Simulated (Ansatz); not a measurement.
# C2H8AlFSi: the cost of one run

Method: RKS PBE0-D4/STO-3G, in Ansatz 0.2.0.

### 1 The structure to begin with

Bond lengths: F1–C2 1.316 Å, C2–Al3 2.004 Å, C2–C4 1.554 Å, C4–Si5 1.818 Å, C2–H6 1.124 Å, Al3–H7 1.650 Å, Al3–H8 1.530 Å, C4–H9 1.098 Å, C4–H10 1.152 Å, Si5–H11 1.429 Å, Si5–H12 1.479 Å, Si5–H13 1.466 Å. Angles (14 of 21 angles, heavy atoms first): F1–C2–Al3 105.9°, F1–C2–C4 111.5°, Al3–C2–C4 113.9°, C2–C4–Si5 115.8°, F1–C2–H6 107.8°, Al3–C2–H6 110.0°, C4–C2–H6 107.5°, C2–Al3–H7 115.5°, C2–Al3–H8 118.6°, C2–C4–H9 105.5°, C2–C4–H10 105.0°, Si5–C4–H9 111.9°, Si5–C4–H10 111.0°, C4–Si5–H11 109.9°.

Structure file:

```xyz
13

F    -1.8800    1.4450    0.5292
C    -0.7396    0.7885    0.5647
Al   -1.0556   -0.7997    1.7453
C    -0.2457    0.4246   -0.8633
Si    1.4744   -0.1508   -0.9841
H     0.0311    1.4645    1.0262
H     0.3005   -1.6057    2.2292
H    -2.2505   -1.7074    1.4471
H    -0.4213    1.3216   -1.4723
H    -0.9778   -0.3840   -1.2349
H     1.8038   -0.4127   -2.3497
H     1.6828   -1.3620   -0.1617
H     2.2983    0.9435   -0.4609
```

### 2 Relaxing end A

input.yaml

```yaml
crystal:
  periodic: [false, false, false]
  atoms:
    - { symbol: F, position_ang: [-1.88, 1.445, 0.5292] }
    - { symbol: C, position_ang: [-0.7396, 0.7885, 0.5647] }
    - { symbol: Al, position_ang: [-1.0556, -0.7997, 1.7453] }
    - { symbol: C, position_ang: [-0.2457, 0.4246, -0.8633] }
    - { symbol: Si, position_ang: [1.4744, -0.1508, -0.9841] }
    - { symbol: H, position_ang: [0.0311, 1.4645, 1.0262] }
    - { symbol: H, position_ang: [0.3005, -1.6057, 2.2292] }
    - { symbol: H, position_ang: [-2.2505, -1.7074, 1.4471] }
    - { symbol: H, position_ang: [-0.4213, 1.3216, -1.4723] }
    - { symbol: H, position_ang: [-0.9778, -0.384, -1.2349] }
    - { symbol: H, position_ang: [1.8038, -0.4127, -2.3497] }
    - { symbol: H, position_ang: [1.6828, -1.362, -0.1617] }
    - { symbol: H, position_ang: [2.2983, 0.9435, -0.4609] }
basis:
  gaussian: { orbitals: STO-3G }
hamiltonian:
  xc: pbe0
  dispersion: d4
relax:
  f_tol: 0.015
  max_steps: 40
```

Run with:

```sh
ansatz run input.yaml --threads 1 --pin off --max-ram 2048MiB --backend cpu --events-out ev --progress --plain --runs-dir out
```

What time and memory should one allow on 1 thread of Arm Neoverse V1, shared host?

About 74 s, with a peak of 0.15 GiB.
